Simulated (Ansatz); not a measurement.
# C2H6SiTe: the cost of one run

All numbers are computed with the Python package of Ansatz 0.2.0. Level of theory: CAM-B3LYP/def2-SVPD.

### 1 The structure

Bond lengths: C1–C2 1.274 Å, C2–Te3 2.103 Å, Te3–Si4 2.462 Å, C1–H5 1.123 Å, C1–H6 1.124 Å, C2–H7 1.106 Å, Si4–H8 1.503 Å, Si4–H9 1.393 Å, Si4–H10 1.496 Å. Angles: C1–C2–Te3 120.3°, C1–C2–H7 120.8°, Te3–C2–H7 118.9°, C2–C1–H5 122.9°, C2–C1–H6 122.3°, H5–C1–H6 114.5°, C2–Te3–Si4 90.5°, Te3–Si4–H8 106.5°, Te3–Si4–H9 112.4°, Te3–Si4–H10 110.4°, H8–Si4–H9 109.1°, H8–Si4–H10 106.8°, H9–Si4–H10 111.3°.

No structure file is read: the coordinates are typed or built in the script.

### 2 The code

c2h6site_field.py

```python
"""Dipole of C2H6SiTe in the field of point charges."""

import ansatz as az
import numpy as np

GEOMETRY = """
C    -0.75890    1.24840   -1.26540
C     0.40400    1.10110   -0.76740
Te    0.66140    1.01590    1.31820
Si    0.37710   -1.42890    1.27580
H    -0.94390    1.32880   -2.37020
H    -1.66780    1.42000   -0.62680
H     1.29010    0.99250   -1.42030
H    -1.00090   -1.68860    0.73490
H     1.31390   -2.05820    0.45890
H     0.40810   -1.98230    2.66520
"""


def main() -> None:
    mol = az.Crystal.molecule()
    for line in GEOMETRY.strip().splitlines():
        symbol, *xyz = line.split()
        mol = mol.atom(symbol, [float(v) for v in xyz])

    calc = (
        mol.calculation()
        .basis(gaussian="def2-SVPD")
        .functional("cam_b3lyp")
        .forces()
    )
    # charges +q and -q at -R and +R make a nearly even field 2 k q / R^2 at the centre
    centre = np.mean([site.position_ang for site in mol.cartesian_sites], axis=0)
    field = 2 * 14.399645 * 4.0 / 30.0 ** 2


    def dipole(axis, sign):
        arm = 30.0 * np.eye(3)[axis]
        pair = [{"charge": sign * 4.0, "position_ang": (centre - arm).tolist()}, {"charge": -sign * 4.0, "position_ang": (centre + arm).tolist()}]
        deck = calc.input().set(az.key.basis.gaussian.point_charges, pair)
        return np.array(az.Session.from_dict(deck).plan().execute().report["charge_distribution"]["dipole_moment_e_ang"])


    print(f"field {field:.4f} V/A")
    alpha = np.array([(dipole(axis, 1) - dipole(axis, -1)) / (2 * field) * 14.399645 for axis in range(3)])
    print("polarisability tensor (A^3)")
    print(np.array2string(alpha, precision=3, suppress_small=True))
    print(f"mean {np.trace(alpha) / 3:.3f} A^3 = {np.trace(alpha) / 3 / 0.14818471:.2f} bohr^3")


if __name__ == "__main__":
    main()
```

### 3 The input behind the calls

The engine receives this input (first run):

```yaml
crystal:
  periodic: [false, false, false]
  atoms:
    - { symbol: C, position_ang: [-0.7589, 1.2484, -1.2654] }
    - { symbol: C, position_ang: [0.404, 1.1011, -0.7674] }
    - { symbol: Te, position_ang: [0.6614, 1.0159, 1.3182] }
    - { symbol: Si, position_ang: [0.3771, -1.4289, 1.2758] }
    - { symbol: H, position_ang: [-0.9439, 1.3288, -2.3702] }
    - { symbol: H, position_ang: [-1.6678, 1.42, -0.6268] }
    - { symbol: H, position_ang: [1.2901, 0.9925, -1.4203] }
    - { symbol: H, position_ang: [-1.0009, -1.6886, 0.7349] }
    - { symbol: H, position_ang: [1.3139, -2.0582, 0.4589] }
    - { symbol: H, position_ang: [0.4081, -1.9823, 2.6652] }
basis:
  gaussian:
    orbitals: def2-SVPD
    point_charges:
      - { charge: 4.0, position_ang: [-29.99169, -0.005130000000000035, 0.0002900000000000347] }
      - { charge: -4.0, position_ang: [30.00831, -0.005130000000000035, 0.0002900000000000347] }
hamiltonian:
  xc: cam_b3lyp
output:
  forces: true
```

### 4 Running it

Started as:

```bash
$ python c2h6site_field.py
```

What time and memory should one allow on 1 thread of Arm Neoverse V2, shared host?

About 60 s, with a peak of 0.55 GiB.
